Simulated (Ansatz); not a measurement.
# CH4BF2N: the cost of one run

The runs use Ansatz 0.2.0, Gaussian basis; r2SCAN/def2-SVP.

### Step 1. The relaxed structure

An earlier PBE0-D4 in a triple-zeta def2 set relaxation fixed the geometry.

SMILES `NBC(F)F`, 9 atoms, charge 0, spin multiplicity 1.

Atoms are counted from 1 here; the program's logs count them from 0.

Bond lengths: N1–B2 1.377 Å, N1–H6 1.005 Å, N1–H7 1.008 Å, B2–C3 1.595 Å, B2–H8 1.194 Å, C3–F4 1.375 Å, C3–F5 1.369 Å, C3–H9 1.098 Å. Angles: B2–N1–H6 123.8°, B2–N1–H7 121.8°, H6–N1–H7 114.5°, N1–B2–C3 118.5°, N1–B2–H8 121.5°, C3–B2–H8 120.0°, B2–C3–F4 111.7°, B2–C3–F5 110.3°, B2–C3–H9 114.4°, F4–C3–F5 106.8°, F4–C3–H9 106.4°, F5–C3–H9 106.9°.

Coordinates:

| atom | x (Å) | y (Å) | z (Å) |
| --- | --- | --- | --- |
| N1 | 0.1260 | 0.7071 | 1.2319 |
| B2 | -0.3493 | -0.3302 | 0.4607 |
| C3 | 0.0149 | -0.3513 | -1.0925 |
| F4 | 0.8581 | 0.6800 | -1.4314 |
| F5 | 0.6644 | -1.5135 | -1.4117 |
| H6 | -0.0512 | 0.7972 | 2.2173 |
| H7 | 0.7079 | 1.4329 | 0.8443 |
| H8 | -1.0306 | -1.1931 | 0.9267 |
| H9 | -0.8517 | -0.2754 | -1.7624 |

### Step 2. Dynamics

in.yaml reads:

```yaml
crystal:
  periodic: [false, false, false]
  atoms:
    - {symbol: N, position_ang: [0.125969, 0.707053, 1.231929]}
    - {symbol: B, position_ang: [-0.349275, -0.330205, 0.460702]}
    - {symbol: C, position_ang: [0.014856, -0.351331, -1.092523]}
    - {symbol: F, position_ang: [0.858069, 0.680045, -1.431406]}
    - {symbol: F, position_ang: [0.664422, -1.513500, -1.411724]}
    - {symbol: H, position_ang: [-0.051204, 0.797201, 2.217263]}
    - {symbol: H, position_ang: [0.707947, 1.432924, 0.844258]}
    - {symbol: H, position_ang: [-1.030583, -1.193117, 0.926694]}
    - {symbol: H, position_ang: [-0.851700, -0.275369, -1.762392]}
basis:
  gaussian: {orbitals: def2-SVP}
magnetization: {spin_polarized: true, initial_magnetization: 0}
hamiltonian: {xc: {name: r2SCAN}}
md: {timestep: 0.5 fs, n_steps: 30, ensemble: nvt_nose_hoover, temperature: 700, initial_velocities: maxwell_boltzmann, seed: 563}
```

Launch:

```sh
$ ansatz run in.yaml --threads 2 --pin off --events-out ev --progress --plain --max-ram 4352MiB
```

Q: Estimate wall time and peak memory on 2 threads of Arm Neoverse V1, shared host.

About 2.3 min, with a peak of 0.39 GiB.
